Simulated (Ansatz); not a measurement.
# CH₄O₂SeSi: up Jacob's ladder to CCSD(T)

The task here is to estimate one member of a computed series from the others.

Computed with Ansatz 0.2.0, Gaussian basis. Level: functionals in def2-TZVPP, the program's frozen cores in correlated methods.

The runs, in order: PBE-D4, r2SCAN-D4, PBE0-D4, B3LYP-D4, ωB97X-V, ωB97M-V, B2PLYP; CCSD(T)/def2-TZVPP; MP2/def2-QZVPP; extrapolation to the limit.

## The geometry

An earlier PBE0-D4 in a triple-zeta def2 set relaxation fixed the geometry.

SMILES `O=C(O)[SiH2][SeH]`, 9 atoms, charge 0, spin multiplicity 1.

Atoms are counted from 1 here; the program's logs count them from 0.

Bond lengths: O1–C2 1.201 Å, C2–O3 1.346 Å, C2–Si4 1.923 Å, O3–H6 0.971 Å, Si4–Se5 2.271 Å, Si4–H7 1.483 Å, Si4–H8 1.478 Å, Se5–H9 1.469 Å. Angles: O1–C2–O3 122.7°, O1–C2–Si4 124.6°, O3–C2–Si4 112.7°, C2–O3–H6 107.4°, C2–Si4–Se5 110.9°, C2–Si4–H7 108.0°, C2–Si4–H8 107.5°, Se5–Si4–H7 112.0°, Se5–Si4–H8 106.6°, H7–Si4–H8 111.8°, Si4–Se5–H9 92.3°.

Set-up of the first run:

Input file in.yaml:

```yaml
crystal:
  periodic: [false, false, false]
  atoms:
    - {symbol: O, position_ang: [1.363136, -1.560670, 0.803168]}
    - {symbol: C, position_ang: [0.893812, -0.520952, 0.428117]}
    - {symbol: O, position_ang: [1.343592, 0.675194, 0.850558]}
    - {symbol: Si, position_ang: [-0.559981, -0.367002, -0.821863]}
    - {symbol: Se, position_ang: [-2.344518, 0.662155, 0.133443]}
    - {symbol: H, position_ang: [2.064808, 0.507923, 1.479031]}
    - {symbol: H, position_ang: [-0.065568, 0.367939, -2.011656]}
    - {symbol: H, position_ang: [-0.997156, -1.736056, -1.164890]}
    - {symbol: H, position_ang: [-1.609523, 1.925168, 0.286894]}
basis:
  gaussian: {orbitals: def2-TZVPP}
hamiltonian: {xc: pbe, dispersion: d4}
output: {forces: true, orbitals: {seedname: orbitals}}
```

Run with:

```sh
$ ansatz run in.yaml --threads 4 --pin off --events-out ev --progress --plain --max-ram 10444MiB
```

Among the steps run: PBE-D4 (GGA); r2SCAN-D4 (meta-GGA); PBE0-D4 (hybrid); B3LYP-D4 (hybrid); ωB97X-V (range-separated); ωB97M-V (range-separated); B2PLYP (double hybrid); CCSD(T) in def2-TZVPP; MP2 in def2-QZVPP.

One of the session's tables, all rows but one given; the rest of the session is left out.

It belongs to the step «Atomisation energies». 

```
            method  atomisation energy (kJ/mol)
            PBE-D4                       3329.3
         r2SCAN-D4                       3253.4
           PBE0-D4                       3225.4
          B3LYP-D4                       3221.1
           ωB97X-V                            ?
           ωB97M-V                       3236.0
            B2PLYP                       3187.8
     HF/def2-TZVPP                       2177.8
    MP2/def2-TZVPP                       3218.2
   CCSD/def2-TZVPP                       3064.3
CCSD(T)/def2-TZVPP                       3134.0
           MP2/CBS                       3325.8
       CCSD(T)/CBS                       3241.5
```

Estimate the missing values for ωB97X-V.

The run gave: atomisation energy (kJ/mol): 3249.7. In the column «atomisation energy (kJ/mol)» it lies between CCSD(T)/CBS (3241.5) and r2SCAN-D4 (3253.4).
